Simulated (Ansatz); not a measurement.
# Ba: the cost of one run

Computed with Ansatz 0.2.0 (DFT PBEsol, scalar-relativistic, unless a step's input says otherwise).

### 1 The system as given

The structure is cubic, space group Im-3m (No. 229). The conventional cell has a = 5.000 Å, b = 5.000 Å, c = 5.000 Å, α = 90.00°, β = 90.00°, γ = 90.00°. Around Ba (site symmetry m-3m) lie 8 Ba at 4.33 Å.

Coordinates:

```
CELL_PARAMETERS angstrom
-2.50000 2.50000 2.50000
2.50000 -2.50000 2.50000
2.50000 2.50000 -2.50000
ATOMIC_POSITIONS crystal
Ba 0.00000 0.00000 0.00000
```

### 2 After the deformation

Space group Im-3m before, R-3m after.

### 3 All-electron LAPW

input.yaml reads:

```yaml
crystal:
  lattice:
    - [-2.525, 2.5, 2.5]
    - [2.5, -2.525, 2.5]
    - [2.5, 2.5, -2.525]
  atoms:
    - { symbol: Ba, position: [0.0, 0.0, 0.0] }
kpoints:
  mp_grid: { grid: [10, 10, 10] }
  band_path:
    path:
      - [0.0, 0.0, 0.0]
      - [0.0, 0.0, 0.5]
      - [-0.5, 0.5, 0.5]
      - [-0.7524689983, 0.2475310017, 0.2475310017]
      - [0.2475310017, 0.2475310017, 0.2475310017]
      - [0.0, 0.0, 0.0]
      - [-0.5, 0.0, 0.5]
    npoints: 5
scf:
  occupations: { method: fermi_dirac, width: 0.05 }
hamiltonian:
  xc: pbesol
  pseudopotentials: { kind: all_electron, lapw: { basis_error: 0.0005 } }
output:
  forces: true
  stress: true
  eigenvalues: true
```

Command:

```console
$ ansatz run input.yaml --threads 1 --pin off --max-ram 3072MiB --backend cpu --events-out ev --progress --plain --runs-dir out
```

**Question.** How long does this run take on 1 thread of Intel Xeon Platinum 8488C (Sapphire Rapids), shared host, and how much memory does it need?

About 6.2 s, with a peak of 0.3 GiB.
